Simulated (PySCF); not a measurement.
# C7H5NS: the cost of one run

Programs: PySCF 2.14.0, with routines of our own; each step states its level. All values are computed. Atoms count from 0.

## (1) The starting structure

14 atoms, charge 0, multiplicity 1; geometry from: GFN2-xTB.

## (2) Relaxing the molecule at B3LYP/def2-SV(P)

What the job is given:

```
{"job": {"xc": "B3LYP", "basis": "def2-SV(P)", "grid": 1, "kind": "geom"}, "charge": 0, "multiplicity": 1}
C     -1.712740     0.855797    -0.149158
C     -1.899217    -0.508034     0.072723
C     -0.823780    -1.361874     0.216842
C      0.449963    -0.824856     0.134802
S      1.989515    -1.621139     0.273451
C      2.743849    -0.060429     0.021316
N      1.964903     0.930965    -0.145495
C      0.652294     0.555973    -0.090558
C     -0.448028     1.396777    -0.232678
H     -2.576244     1.495160    -0.256386
H     -2.901683    -0.904159     0.133193
H     -0.964809    -2.417497     0.388755
H      3.813806     0.013926     0.015055
H     -0.288506     2.448917    -0.404029
```

On the command line:

```sh
$ OMP_NUM_THREADS=1 python excited_run.py task.json out
```

This one command runs all jobs of the session in turn.

**Question.** How long does this first job take on 1 thread of Arm Neoverse V1, shared host, and how much memory does it need?

About 33 s, with a peak of 0.62 GiB.
